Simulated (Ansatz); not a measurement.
# NaGeN: the cost of one run

Program: Ansatz 0.2.0. Level of theory: DFT PBE, scalar-relativistic, plane waves, PAW. These are calculated values, not measurements.

### 1 The system as given

The structure is tetragonal, space group P4_2/mmc (No. 131). The conventional cell has a = 3.680 Å, b = 3.680 Å, c = 7.333 Å, α = 90.00°, β = 90.00°, γ = 90.00°. Na (site symmetry -4m2) has 4 N at 2.60 Å in its first shell of neighbours. Ge (site symmetry mmm) is surrounded by 2 N at 1.84 Å. N (site symmetry mmm) is surrounded by 2 Ge at 1.84 Å and 4 Na at 2.60 Å.

As a file:

```cif
data_structure
_symmetry_space_group_name_H-M 'P 1'
_symmetry_Int_Tables_number 1
_cell_length_a 3.6800
_cell_length_b 3.6800
_cell_length_c 7.3325
_cell_angle_alpha 90.000
_cell_angle_beta 90.000
_cell_angle_gamma 90.000
_cell_volume 99.30
loop_
_atom_site_label
_atom_site_type_symbol
_atom_site_fract_x
_atom_site_fract_y
_atom_site_fract_z
_atom_site_occupancy
Na1 Na 0.00000 0.00000 0.75000 1
Na2 Na 0.00000 0.00000 0.25000 1
Ge1 Ge 0.50000 0.50000 0.00000 1
Ge2 Ge 0.50000 0.50000 0.50000 1
N1 N 0.50000 0.00000 0.50000 1
N2 N 0.00000 0.50000 0.00000 1
```

A structure generator made this guess: species swapped into a database cell of CaNiN (P4_2/mmc, No. 131), with Na on the Ca sites and Ge on the Ni sites. Lengths come from tabulated atomic sizes and are only a guess.

### 2 Probe: one point on a coarse mesh

Input file input.yaml:

```yaml
crystal:
  lattice:
    - [3.68002265, 0.0, 0.0]
    - [0.0, 3.68002265, 0.0]
    - [0.0, 0.0, 7.33251389]
  atoms:
    - { symbol: Na, position: [0.0, 0.0, 0.75] }
    - { symbol: Na, position: [0.0, 0.0, 0.25] }
    - { symbol: Ge, position: [0.5, 0.5, 0.0] }
    - { symbol: Ge, position: [0.5, 0.5, 0.5] }
    - { symbol: "N", position: [0.5, 0.0, 0.5] }
    - { symbol: "N", position: [0.0, 0.5, 0.0] }
basis:
  ecutwfc: 420
kpoints:
  mp_grid: { grid: [6, 6, 4] }
hamiltonian:
  xc: pbe
scf:
  occupations: { method: gaussian, width: 0.1 }
  lower_state_search: "off"
output:
  forces: true
  stress: true
  eigenvalues: true
```

The run is started by

```bash
$ ansatz run input.yaml --threads 1 --pin off --max-ram 2560MiB --backend cpu --events-out ev --progress --plain --runs-dir out
```

**Question.** How long does this run take on 1 thread of Intel Xeon at 2.50GHz (Skylake/Cascade Lake), shared host, and how much memory does it need?

About 9.8 s, with a peak of 0.41 GiB.
